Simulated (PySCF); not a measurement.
# C3H7NSi2: the cost of one run

The runs use PySCF 2.14.0, with density-fitted response routines of our own; the level of theory stands in each step. All values are computed, except where a source is named. Atoms count from 0, in the outputs and in this text.

## (1) Starting geometry

13 atoms, charge 0, multiplicity 1; geometry from: GFN2-xTB. The atoms were then displaced at random by about 0.01 Å, so the start is not that level's minimum.

Bonds of the start (Å): N0–C1 1.25, C1–Si2 1.90, Si2–C3 1.90, C3–C4 1.18, C4–Si5 1.85, N0–H6 1.02, C1–H7 1.07, Si2–H8 1.49, Si2–H9 1.46, Si5–H10 1.47, Si5–H11 1.45, Si5–H12 1.45.

## (2) Optimising the geometry at PBE0-D3(BJ)/def2-SVP

The job: settings as JSON, then the geometry in Å.

```
{"job": {"xc": "PBE0", "basis": "def2-SVP", "d3": "d3bj", "grid": 1, "shake": 0.01, "kind": "geom"}, "charge": 0, "multiplicity": 1}
N     -2.287640     0.893920    -1.007450
C     -2.630440     0.062640    -0.144200
Si    -1.504010    -0.963340     0.987540
C      0.269540    -0.442950     0.558150
C      1.331870    -0.064060     0.216560
Si     3.016090     0.525320    -0.277120
H     -1.293470     1.071040    -1.112700
H     -3.684430    -0.084410    -0.047490
H     -1.782190    -0.620340     2.410970
H     -1.686780    -2.385300     0.713300
H      3.660460     1.096040     0.912860
H      2.861460     1.525570    -1.322070
H      3.735360    -0.631020    -0.777290
```

On the command line:

```sh
> OMP_NUM_THREADS=1 python probes_run.py task.json out
```

This one command runs all jobs of the session in turn.

**Question.** How long does this first job take on 1 thread of Arm Neoverse N1, shared host, and how much memory does it need?

About 100 s, with a peak of 0.53 GiB.
